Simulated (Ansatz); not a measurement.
**AlH4NO2: a dynamics run in two tries**

The task is a short trajectory.

Method: RKS PBE0-D4/STO-3G, in Ansatz 0.2.0.

## 1. Starting point

Bond lengths: Al1–N2 1.711 Å, N2–H3 1.080 Å, N2–H4 1.074 Å, Al1–O5 1.604 Å, O5–H6 1.039 Å, Al1–O7 1.620 Å, O7–H8 0.964 Å. Angles: Al1–N2–H3 113.2°, Al1–N2–H4 125.2°, H3–N2–H4 102.4°, N2–Al1–O5 122.7°, N2–Al1–O7 124.4°, O5–Al1–O7 112.4°, Al1–O5–H6 89.5°, Al1–O7–H8 123.9°.

Structure file:

```xyz
8

Al    0.5024   -0.4779    0.3409
N    -0.0132   -0.0226    1.9080
H    -0.7121    0.8007    1.9033
H     0.6368    0.2305    2.7241
O     1.9216   -1.1721    0.0637
H     1.6159   -1.3904   -0.9050
O    -0.4456   -0.4671   -0.9723
H    -1.3605   -0.1627   -0.9719
```

## 2. First attempt

File input.yaml:

```yaml
crystal:
  periodic: [false, false, false]
  atoms:
    - { symbol: Al, position_ang: [0.502442, -0.477908, 0.340876] }
    - { symbol: "N", position_ang: [-0.013203, -0.022579, 1.908037] }
    - { symbol: H, position_ang: [-0.71208, 0.800728, 1.903274] }
    - { symbol: H, position_ang: [0.636826, 0.230486, 2.724085] }
    - { symbol: O, position_ang: [1.921607, -1.172117, 0.063717] }
    - { symbol: H, position_ang: [1.6159, -1.390388, -0.905041] }
    - { symbol: O, position_ang: [-0.445579, -0.467068, -0.972262] }
    - { symbol: H, position_ang: [-1.360472, -0.162658, -0.971931] }
basis:
  gaussian: { orbitals: STO-3G }
hamiltonian:
  xc: pbe0
  dispersion: d4
md:
  timestep: 0.25
  n_steps: 25
  ensemble: nvt_nose_hoover
  temperature: 500.0
  initial_velocities: maxwell_boltzmann
  seed: 642666
  nose_hoover: { tau: 300.0, chain_length: 5 }
  dt: 0.5
```

Launch:

```
> ansatz run input.yaml --threads 1 --pin off --max-ram 2048MiB --backend cpu --events-out ev --progress --plain --runs-dir out
```

What does the calculation give? Wanted: first try.

The runs gave:

| quantity | value |
| --- | --- |
| first try | refused |
| cause | one key bears a name from other programs (dt, n_images) that this one doesn't know |

In words: The fault in the first input was caught at the input check and cost nothing.
